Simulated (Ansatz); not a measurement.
# GaSe3: what a guessed cell relaxes into

Aim: relax a trial structure of GaSe3 and see where it ends.

Method: DFT PBE, scalar-relativistic, plane waves, PAW, in Ansatz 0.2.0.

### 1 The system as given

It takes space group Im-3m (No. 229, cubic). Conventional cell: a = 6.123 Å, b = 6.123 Å, c = 6.123 Å, α = 90.00°, β = 90.00°, γ = 90.00°. Around Ga (site symmetry m-3m) lie 6 Se at 3.06 Å. Se (site symmetry 4/mmm) is surrounded by 2 Ga at 3.06 Å and 4 Se at 3.06 Å.

As a file:

```xyz
4
Lattice="-3.0615 3.0615 3.0615 3.0615 -3.0615 3.0615 3.0615 3.0615 -3.0615" Properties=species:S:1:pos:R:3 pbc="T T T"
Ga    0.0000    0.0000    0.0000
Se    3.0615    0.0000    0.0000
Se    0.0000    3.0615    0.0000
Se    0.0000    0.0000    3.0615
```

The cell is invented: random cell by space group and Wyckoff sites (Im-3m, No. 229). Its size is a rough estimate.

### 2 Probe: one point on a coarse mesh

input.yaml reads:

```yaml
crystal:
  lattice:
    - [-3.06152835, 3.06152835, 3.06152835]
    - [3.06152835, -3.06152835, 3.06152835]
    - [3.06152835, 3.06152835, -3.06152835]
  atoms:
    - { symbol: Ga, position: [0.0, 0.0, 0.0] }
    - { symbol: Se, position: [0.0, 0.5, 0.5] }
    - { symbol: Se, position: [0.5, 0.0, 0.5] }
    - { symbol: Se, position: [0.5, 0.5, 0.0] }
basis:
  ecutwfc: 420
kpoints:
  mp_grid: { grid: [4, 4, 4] }
hamiltonian:
  xc: pbe
scf:
  occupations: { method: gaussian, width: 0.1 }
  lower_state_search: "off"
output:
  forces: true
  stress: true
  eigenvalues: true
```

Run with:

```console
$ ansatz run input.yaml --threads 1 --pin off --max-ram 2560MiB --backend cpu --events-out ev --progress --plain --runs-dir out
```

Further runs follow: coarse relaxation; final relaxation.

Before running it: what results should come out? Wanted: conventional cell; volume; energy over the elements; gap on the mesh.

The runs gave:

```
                              quantity                                                                      value
symmetry at the end (tolerance 0.05 Å)                                                space group Im-3m (No. 229)
                     conventional cell  a = 5.610 Å, b = 5.610 Å, c = 5.610 Å, α = 90.00°, β = 90.00°, γ = 90.00°
                                volume                                                              22.07 Å³/atom
              energy over the elements                                                              -0.07 eV/atom
                       gap on the mesh                                                               none (metal)
```

What this shows: The space group Im-3m (No. 229) is kept, and the volume per atom shrinks by 23.1 % from the first guess. It lies below the elements, which doesn't yet make it stable: competing phases were not computed in this session. No finished test with a distortion of lower symmetry is shown, so the end may be a saddle point. The final runs have no spin polarisation, so a magnetic state may lie lower.
